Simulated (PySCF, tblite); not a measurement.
**C₇H₃ClFO radical: geometry, infrared bands and EPR parameters**

What infrared bands and EPR parameters should C₇H₃ClFO radical (`O=c1cc[c]cc(F)c1Cl`) show?

Programs: tblite 0.8.0 and PySCF 2.14.0, with density-fitted response routines of our own. Each step states its level of theory. These are calculated values for one molecule in the gas phase, unless marked as measured. Atoms count from 0, in the outputs and in this text.

## Step 1: The molecule as given

13 atoms, charge 0, multiplicity 2; geometry from: force field or distance geometry start.

Bonds of the start (Å): O0–C1 1.21, C1–C2 1.55, C2–C3 1.33, C3–C4 1.30, C4–C5 1.29, C5–C6 1.35, C6–F7 1.36, C6–C8 1.34, C8–Cl9 1.74, C8–C1 1.57, C2–H10 1.10, C3–H11 1.09, C5–H12 1.08.

## Step 2: Geometry optimisation with GFN2-xTB

What the job is given:

```
{"job": {"kind": "relax", "xc": "GFN2-xTB", "basis": "xTB"}, "charge": 0, "multiplicity": 2}
O     -0.903700     2.398100     0.439600
C     -0.543600     1.298500     0.082300
C     -1.701800     0.298700    -0.149900
C     -1.542900    -1.019700    -0.137900
C     -0.316800    -1.411400     0.042100
C      0.972600    -1.371000     0.119300
C      1.593900    -0.173500     0.061100
F      2.955400    -0.214600     0.059400
C      1.001000     1.028300     0.005800
Cl     1.986900     2.453400    -0.143700
H     -2.698800     0.728600    -0.307800
H     -2.359900    -1.731300    -0.270900
H      1.553200    -2.283800     0.183000
```

The run is started by

```bash
$ OMP_NUM_THREADS=1 python probes_run.py task.json out
```

One launch serves the whole session: the jobs run in the order shown.

What it wrote:

```text
step      E/eV     max force
  0    -807.27682    3.741
  1    -807.64988    3.557
  2    -807.82978    1.817
  3    -807.97409    1.126
  4    -808.08113    0.950
  5    -808.19959    1.020
  6    -808.25147    0.770
  7    -808.29219    0.496
  8    -808.31482    0.463
  9    -808.32494    0.315
 10    -808.32826    0.187
 11    -808.33088    0.195
 12    -808.33511    0.221
 13    -808.33838    0.211
 14    -808.34084    0.124
 15    -808.34274    0.118
 16    -808.34467    0.135
 17    -808.34668    0.130
 18    -808.34853    0.124
 19    -808.35025    0.107
 20    -808.35201    0.158
 21    -808.35367    0.141
 22    -808.35502    0.117
 23    -808.35615    0.116
 24    -808.35720    0.088
 25    -808.35811    0.096
 26    -808.35874    0.062
 27    -808.35918    0.071
 28    -808.35956    0.063
 29    -808.35989    0.050
 30    -808.36016    0.057
 31    -808.36043    0.057
 32    -808.36080    0.055
 33    -808.36132    0.071
 34    -808.36189    0.059
 35    -808.36231    0.060
 36    -808.36266    0.056
 37    -808.36308    0.059
 38    -808.36374    0.083
 39    -808.36457    0.084
 40    -808.36525    0.066
 41    -808.36571    0.058
 42    -808.36610    0.067
 43    -808.36667    0.080
 44    -808.36761    0.103
 45    -808.36883    0.101
 46    -808.37011    0.101
 47    -808.37124    0.076
 48    -808.37201    0.076
 49    -808.37271    0.067
 50    -808.37333    0.044
 51    -808.37369    0.041
 52    -808.37388    0.056
 53    -808.37408    0.042
 54    -808.37434    0.041
 55    -808.37469    0.039
 56    -808.37490    0.057
 57    -808.37523    0.060
 58    -808.37563    0.064
 59    -808.37611    0.067
 60    -808.37653    0.053
 61    -808.37677    0.053
 62    -808.37695    0.042
 63    -808.37717    0.042
 64    -808.37740    0.038
 65    -808.37756    0.029
 66    -808.37763    0.022
 67    -808.37766    0.015
 68    -808.37768    0.009
```

It took 0.42 s on 1 thread of Arm Neoverse V2, shared host.

Along the way: (not every step is listed)

```
step  energy from step 0 (eV)  largest force (eV/Å)
   0                   0.0000                3.7408
   1                  -0.3731                3.5575
   2                  -0.5530                1.8168
   3                  -0.6973                1.1264
   4                  -0.8043                0.9500
   5                  -0.9228                1.0196
   6                  -0.9746                0.7702
   7                  -1.0154                0.4965
   8                  -1.0380                0.4626
  13                  -1.0616                0.2106
  18                  -1.0717                0.1241
  23                  -1.0793                0.1162
  28                  -1.0827                0.0626
  33                  -1.0845                0.0706
  38                  -1.0869                0.0830
  43                  -1.0898                0.0802
  48                  -1.0952                0.0759
  53                  -1.0973                0.0416
  58                  -1.0988                0.0637
  63                  -1.1003                0.0421
  64                  -1.1006                0.0382
  65                  -1.1007                0.0285
  66                  -1.1008                0.0217
  67                  -1.1008                0.0154
  68                  -1.1009                0.0091
```

Distances of close pairs at the start and the end, largest changes first:

| bond | before (Å) | after (Å) | change (Å) |
| --- | --- | --- | --- |
| C1–C2 | 1.548 | 1.453 | -0.095 |
| C5–C6 | 1.350 | 1.438 | +0.087 |
| C1–C8 | 1.570 | 1.494 | -0.076 |
| C3–C4 | 1.300 | 1.367 | +0.067 |
| C2–C3 | 1.328 | 1.370 | +0.042 |
| C4–C5 | 1.292 | 1.320 | +0.028 |
| C6–F7 | 1.362 | 1.344 | -0.018 |
| C8–Cl9 | 1.739 | 1.722 | -0.017 |

The final coordinates are the input of the step that follows.

## Step 3: Vibrational analysis with GFN2-xTB

What the job is given:

```
{"job": {"kind": "ir", "xc": "GFN2-xTB", "basis": "xTB"}, "charge": 0, "multiplicity": 2}
O     -0.851638     2.429753     0.626006
C     -0.557383     1.309601     0.245500
C     -1.598639     0.340604    -0.051361
C     -1.460585    -1.000109    -0.295996
C     -0.319319    -1.677968     0.030102
C      0.961508    -1.467157     0.270187
C      1.533556    -0.184252    -0.035556
F      2.865565    -0.189433    -0.214790
C      0.872221     1.001924    -0.058718
Cl     1.800970     2.423704    -0.342997
H     -2.579719     0.790395    -0.143364
H     -2.305985    -1.550806    -0.689376
H      1.635059    -2.225772     0.642635
```

What it wrote:

```text
mode    cm-1     km/mol
  1      57.5      2.99
  2     115.4      0.53
  3     175.9     11.33
  4     206.3      2.47
  5     245.1      0.76
  6     256.4     12.24
  7     341.6      0.30
  8     385.1      1.99
  9     431.5      6.97
 10     496.0      3.10
 11     531.1      4.57
 12     568.7      3.04
 13     599.4     16.20
 14     652.5      1.58
 15     687.6     34.44
 16     774.9     56.02
 17     796.9     12.67
 18     873.7      2.27
 19     922.8     35.78
 20     991.5     32.52
 21    1034.0      9.03
 22    1127.6      3.56
 23    1153.8     34.09
 24    1215.1      1.68
 25    1247.7     50.76
 26    1343.0      8.75
 27    1448.3     57.42
 28    1513.0    123.28
 29    1642.2    240.41
 30    1707.8     46.23
 31    3036.0      1.12
 32    3056.4      0.52
 33    3062.7      2.25
```

It took 0.4 s on 1 thread of Arm Neoverse V2, shared host.

The strongest bands and the atoms that carry them (share of the mass-weighted mode):

```
cm⁻¹  km/mol                                 atoms
 688    34.4    C3 25 %, C4 20 %, C2 17 %, O0 10 %
 775    56.0           H11 26 %, C1 20 %, H10 18 %
 923    35.8             C8 58 %, C2 11 %, C5 11 %
1248    50.8  C6 36 %, C5 19 %, H11 16 %, H12 11 %
1448    57.4                      C2 50 %, C3 38 %
1513   123.3                      C6 44 %, C8 40 %
1642   240.4                      C1 55 %, O0 38 %
1708    46.2                      C4 57 %, C5 26 %
```

## Step 4: EPR parameters: B3LYP/pcH-1

The job, as its differences from that of step 3:

```diff
@@ -1,2 +1,2 @@
-{"job": {"kind": "ir", "xc": "GFN2-xTB", "basis": "xTB"}, "charge": 0, "multiplicity": 2}
+{"job": {"kind": "epr", "basis": "pcH-1"}, "charge": 0, "multiplicity": 2}
 O     -0.851638     2.429753     0.626006
```

Level: UKS B3LYP, pcH-1 on C Cl F H O, non-relativistic, mean-field spin-orbit, GIAO.

What it wrote:

```text
UKS, coarse grid
  cycle   1  E = -903.48037935  |g| = 7.37e-01
  cycle   2  E = -900.03281067  |g| = 2.28e+00
  cycle   3  E = -903.49158105  |g| = 5.80e-01
  cycle   4  E = -903.68229205  |g| = 1.82e-01
  cycle   5  E = -903.68973700  |g| = 1.36e-01
  cycle   6  E = -903.69909383  |g| = 2.98e-02
  cycle   7  E = -903.69949657  |g| = 1.40e-02
  cycle   8  E = -903.69959600  |g| = 6.23e-03
  cycle   9  E = -903.69964279  |g| = 3.35e-03
  cycle  10  E = -903.69966541  |g| = 2.37e-03
  cycle  11  E = -903.69967652  |g| = 1.20e-03
  cycle  12  E = -903.69968062  |g| = 7.90e-04
UKS, final grid
  cycle   1  E = -903.69967746  |g| = 1.43e-03
  cycle   2  E = -903.69967366  |g| = 3.47e-03
  cycle   3  E = -903.69967899  |g| = 3.04e-04
  cycle   4  E = -903.69967918  |g| = 2.55e-04
  cycle   5  E = -903.69967951  |g| = 1.19e-04
  cycle   6  E = -903.69967953  |g| = 4.18e-05
  cycle   7  E = -903.69967953  |g| = 1.43e-05
E = -903.69967953 Eh   <S^2> = 0.7784 (exact 0.7500)
g shifts (ppm)      1          2          3
  rmc          -171       -171       -171
  gc             27          6          1
  oz_so        -300         83        956
  total        -445        -83        785
hyperfine (MHz)  atom isotope    a_iso     a_fc   dipolar eigenvalues
    0   17O      -4.12      -4.05    -18.03      8.33      9.70
    1   13C      -9.31      -9.32     -3.19      0.48      2.70
    2   13C      60.27      60.32    -17.55    -10.90     28.44
    3   13C     -13.17     -13.18    -19.89      3.22     16.67
    4   13C     296.54     296.65    -80.26    -55.23    135.48
    5   13C      -7.84      -7.85    -22.30      5.33     16.98
    6   13C     106.25     106.26     -7.39     -0.92      8.31
    7   19F      22.60      22.55    -28.80     -7.33     36.13
    8   13C      -8.08      -8.04    -11.02      4.84      6.18
    9  35Cl      -0.36      -0.35     -4.21      1.82      2.39
   10    1H       4.87       4.87     -7.35     -2.64      9.98
   11    1H      77.23      77.23     -6.96     -3.98     10.94
   12    1H     100.15     100.15     -6.19     -4.83     11.02
```

Run time: 1.9 min. Hardware: 1 thread of Arm Neoverse V2, shared host; peak memory 0.97 GiB.

Principal g values 2.00187, 2.00224, 2.00310; g(iso) = 2.00241, against 2.00232 for a free electron.

Hyperfine couplings, nucleus by nucleus at this fixed geometry (no averaging over rotations):

```
nuclei  isotope  a(iso) (MHz)  a(iso) (G, at g = 2.0023)  largest dipolar term (MHz)
    C4      13C         296.5                      105.8                       135.5
    C6      13C         106.3                       37.9                         8.3
   H12       1H         100.2                       35.7                        11.0
   H11       1H          77.2                       27.6                        10.9
    C2      13C          60.3                       21.5                        28.4
    F7      19F          22.6                        8.1                        36.1
    C3      13C         -13.2                       -4.7                       -19.9
    C1      13C          -9.3                       -3.3                        -3.2
    C8      13C          -8.1                       -2.9                       -11.0
    C5      13C          -7.8                       -2.8                       -22.3
   H10       1H           4.9                        1.7                        10.0
    O0      17O          -4.1                       -1.5                       -18.0
   Cl9     35Cl          -0.4                       -0.1                        -4.2
```

Mulliken spin populations:

O0 0.05; C1 -0.02; C2 0.20; C3 -0.14; C4 0.98; C5 -0.16; C6 0.08; F7 0.01; C8 -0.06; Cl9 -0.01; H10 0.00; H11 0.03; H12 0.04

In first order the couplings over 0.8 MHz of 1H, 19F give 16 distinct lines over 73.1 G.

The fields below are evaluated on a grid from the run's orbitals.

ELF in a plane through or near 8 of the atoms.

Ten even steps from ' ' (0.00) to '@' (1.00):
```
                                                        
                                                        
                              ..------..                
                  ..--==--..  ++##%%%%**==::            
                ::++######==  **%%%%##%%%%**::          
                --**######==  ++##==--%%%%##--          
                  ..++####==::==######%%##==..          
        ::%%@@@@++..==::++++%%::..**::                  
        ++@@@@@@@@**%%%%==##%%::..##--  --++==..        
        ==@@@@@@@@++::##++..::++%%++--++%%%%##--        
          ..----==##%%**::    ::++::..**%%%%%%--        
              ..====..++**==++++**@@**..==**++::        
            ++##%%++..%%%%::##++--::++    ....          
          --%%@@@@##++##**==++##==##@@%%::              
          ..++##**::..**%%@@##----##@@@@**::            
              ..      **%%%%**..  --####--              
                      --++++::                          
                                                        
                                                        
                                                        
```
The map spans 10.9 Å across and 10.2 Å up, centred on the molecule. Atoms in the plane (x, y in Å): C1 (-0.6, 1.3), C2 (-1.6, 0.2), C3 (-1.4, -1.1), C4 (-0.2, -1.7), C5 (1.1, -1.4), C6 (1.5, -0.1), C8 (0.8, 1.0), H10 (-2.6, 0.6).

On the surface of density 0.002 e/bohr³ the electrostatic potential runs, from the 1st to the 99th percentile, from -1.77 V near O0 to 1.58 V near H11.

The spin density lies nearest to C4 56 %; C2 10 %; C3, C5 about 6 % each (beta excess).

## Step 5: What came out

| quantity | value |
| --- | --- |
| strongest single infrared mode (GFN2-xTB) | 1642 cm⁻¹, 240 km/mol |
| zero-point energy (GFN2-xTB) | 46.7 kcal/mol |
| g(iso) (B3LYP) | 2.00241 |
| ⟨S²⟩ | 0.778 (exact 0.75) |
| largest a(iso) | 13C on C4, 296.5 MHz |
| potential on the surface of density 0.002 e/bohr³, 1st and 99th percentile | -1.77 V and 1.58 V |

What this shows: Relaxing lowered the energy by 1.101 eV in 68 steps; the close pair that moved most is C1–C2, from 1.548 to 1.453 Å. No mode is imaginary among the 33: a minimum at this level. The strongest single mode, at 1642 cm⁻¹, moves mainly C1 and O0. GFN2-xTB is a fitted tight-binding method: band positions and strengths are rough. Its intensities can rank the bands wrongly. C4 carries the largest spin population, 0.98 e. The isotropic g lies 0.1 ppt above the free-electron value. The conformer search found further structures of the same energy, which may be mirror or relabelled copies of this one.
